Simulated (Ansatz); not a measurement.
# TiN: the cost of one run

Method: DFT PBE, scalar-relativistic, plane waves, PAW, in Ansatz 0.2.0.

3 further runs of the same task are left out: 1 that didn't finish, 2 set aside as unsound or not needed.

## (1) The starting structure

It takes space group Fm-3m (No. 225, cubic). The conventional cell has a = 4.247 Å, b = 4.247 Å, c = 4.247 Å, α = 90.00°, β = 90.00°, γ = 90.00°. Around Ti (site symmetry m-3m) lie 6 N at 2.12 Å. Around N (site symmetry m-3m) lie 6 Ti at 2.12 Å.

Structure file:

```
Ti N
1.0
     0.00000    2.12337    2.12337
     2.12337    0.00000    2.12337
     2.12337    2.12337    0.00000
Ti N
1 1
Direct
  0.00000 0.00000 0.00000
  0.50000 0.50000 0.50000
```

It is the result of an earlier relaxation at this level (volume 9.57 Å³/atom; gap on the mesh: none (metal)).

## (2) Electronic structure at the relaxed geometry

The input, input.yaml:

```yaml
crystal:
  lattice:
    - [0.0, 2.123365358, 2.123365358]
    - [2.123365358, 0.0, 2.123365358]
    - [2.123365358, 2.123365358, 0.0]
  atoms:
    - { symbol: Ti, position: [0.0, 0.0, 0.0] }
    - { symbol: "N", position: [0.5, 0.5, 0.5] }
basis:
  ecutwfc: 420
kpoints:
  mp_grid: { grid: [18, 18, 18] }
  band_path:
    path:
      - [[0.0, 0.0, 0.0], [0.5, 0.0, 0.5], [0.625, 0.25, 0.625]]
      - [[0.375, 0.375, 0.75], [0.0, 0.0, 0.0], [0.5, 0.5, 0.5], [0.5, 0.25, 0.75], [0.5, 0.0, 0.5]]
    npoints: 14
hamiltonian:
  xc: pbe
scf:
  occupations: { method: gaussian, width: 0.1 }
  n_extra_bands: 6
output:
  forces: true
  stress: true
  eigenvalues: true
  populations: true
  dos: { projected: true, de: 0.02, nscf_kmesh: { grid: [27, 27, 27] } }
  bader: true
  write_density: true
  write_potential: true
  elf: true
  volumetric_format: npy
```

Command:

```
$ ansatz run input.yaml --threads 1 --pin off --max-ram 2560MiB --backend cpu --events-out ev --progress --plain --runs-dir out
```

What time and memory should one allow on 1 thread of Arm Neoverse V1, shared host?

About 26 s, with a peak of 0.35 GiB.
